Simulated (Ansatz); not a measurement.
# Cl₂H₄N₂Sn: a ladder of functionals and wavefunction methods

The task here is to estimate one member of a computed series from the others.

Program: Ansatz 0.2.0, Gaussian basis. Level of theory: functionals in def2-TZVPP, the program's frozen cores in correlated methods. These are calculated values, not measurements.

Levels to be run: LDA (SPW92), PBE-D4, revPBE-D4, BLYP-D4, r2SCAN-D4, B97M-V, PBE0-D4, B3LYP-D4, r2SCANh-D4, r2SCAN0-D4, HSE06-D4, BHLYP-D4, CAM-B3LYP-D4, LC-ωPBE, ωB97X-V, ωB97M-V, B2PLYP, PBE-QIDH; CCSD(T)/def2-SVP; CCSD(T)/def2-TZVPP; MP2/def2-QZVPP; extrapolation to the limit; RPA on PBE.

## The geometry

The geometry comes from an earlier relaxation with PBE0-D4 in a triple-zeta def2 set; it is a stationary point, not always the lowest conformer. Sn takes the def2 core potential; no spin-orbit term is included.

SMILES `[NH2][Sn]([NH2])([Cl])[Cl]`, 9 atoms, charge 0, spin multiplicity 1.

Atoms are counted from 1 here; the program's logs count them from 0.

Bond lengths: N1–Sn2 1.996 Å, N1–H6 1.012 Å, N1–H7 1.013 Å, Sn2–N3 1.996 Å, Sn2–Cl4 2.321 Å, Sn2–Cl5 2.322 Å, N3–H8 1.012 Å, N3–H9 1.013 Å. Angles: Sn2–N1–H6 112.8°, Sn2–N1–H7 113.4°, H6–N1–H7 108.6°, N1–Sn2–N3 109.2°, N1–Sn2–Cl4 104.7°, N1–Sn2–Cl5 115.9°, N3–Sn2–Cl4 115.9°, N3–Sn2–Cl5 104.7°, Cl4–Sn2–Cl5 106.8°, Sn2–N3–H8 112.8°, Sn2–N3–H9 113.4°, H8–N3–H9 108.6°.

Coordinates:

```xyz
9
charge 0, multiplicity 1
N    -1.61117    0.62837   -0.32092
Sn    0.30552    0.07364   -0.34611
N     0.73696   -0.87693    1.35459
Cl    0.53253   -1.17400   -2.29054
Cl    1.85834    1.79499   -0.46908
H    -1.94586    0.92628   -1.22859
H    -1.80986    1.35792    0.35263
H     1.73227   -0.99442    1.49659
H     0.28978   -1.78194    1.43434
```

Set-up of the first run:

The input, in.yaml:

```yaml
crystal:
  periodic: [false, false, false]
  atoms:
    - {symbol: N, position_ang: [-1.611166, 0.628372, -0.320923]}
    - {symbol: Sn, position_ang: [0.305516, 0.073636, -0.346109]}
    - {symbol: N, position_ang: [0.736959, -0.876933, 1.354591]}
    - {symbol: Cl, position_ang: [0.532528, -1.173999, -2.290541]}
    - {symbol: Cl, position_ang: [1.858342, 1.794989, -0.469085]}
    - {symbol: H, position_ang: [-1.945863, 0.926276, -1.228593]}
    - {symbol: H, position_ang: [-1.809863, 1.357918, 0.352630]}
    - {symbol: H, position_ang: [1.732268, -0.994421, 1.496586]}
    - {symbol: H, position_ang: [0.289778, -1.781939, 1.434343]}
basis:
  gaussian: {orbitals: def2-TZVPP}
hamiltonian: {xc: lda}
output: {orbitals: {seedname: orbitals}}
```

Started as:

```bash
$ ansatz run in.yaml --threads 4 --pin off --events-out ev --progress --plain --max-ram 10444MiB
```

Steps of the session up to this table: LDA; PBE-D4 (GGA); revPBE-D4 (GGA); BLYP-D4 (GGA); r2SCAN-D4 (meta-GGA); B97M-V (meta-GGA); B3LYP-D4 (hybrid); r2SCANh-D4 (hybrid); r2SCAN0-D4 (hybrid); HSE06-D4 (hybrid); BHLYP-D4 (hybrid); CAM-B3LYP-D4 (range-separated); LC-ωPBE (range-separated); ωB97X-V (range-separated); ωB97M-V (range-separated); B2PLYP (double hybrid); PBE-QIDH (double hybrid).

One table of the session follows, with a row left open; its other results are not shown here.

| functional | HOMO (eV) | LUMO (eV) | gap (eV) |
| --- | --- | --- | --- |
| LDA (SPW92) | -6.87 | -2.83 | 4.04 |
| PBE-D4 | -6.70 | -2.54 | 4.16 |
| revPBE-D4 | -6.63 | -2.42 | 4.20 |
| BLYP-D4 | -6.56 | -2.49 | 4.07 |
| r2SCAN-D4 | -7.03 | -2.30 | 4.72 |
| B97M-V | -7.09 | -2.25 | 4.85 |
| PBE0-D4 | -8.14 | -1.60 | 6.54 |
| B3LYP-D4 | -7.87 | -1.92 | 5.95 |
| r2SCANh-D4 | -7.56 | -1.97 | 5.60 |
| r2SCAN0-D4 | ? | ? | ? |
| HSE06-D4 | -7.73 | -1.97 | 5.76 |
| BHLYP-D4 | -9.47 | -0.64 | 8.84 |
| CAM-B3LYP-D4 | -9.55 | -0.61 | 8.94 |
| LC-ωPBE | -10.97 | 0.68 | 11.65 |
| ωB97X-V | -10.58 | 0.53 | 11.12 |
| ωB97M-V | -10.47 | 0.38 | 10.84 |

Estimate the missing values for r2SCAN0-D4.

Worked estimate for «HOMO (eV)». Against the share of exact exchange, r2SCAN-D4 (0, -7.03), r2SCANh-D4 (0.1, -7.56) give a slope of -5.30 per unit share; at 0.25 the line stands at -8.35.

**Answer.** HOMO (eV): -8.37; LUMO (eV): -1.46; gap (eV): 6.91. In «HOMO (eV)» the line misses by +0.02.

To keep in mind: All levels share the lack of spin-orbit coupling, which lowers the free heavy atoms and so the true binding.
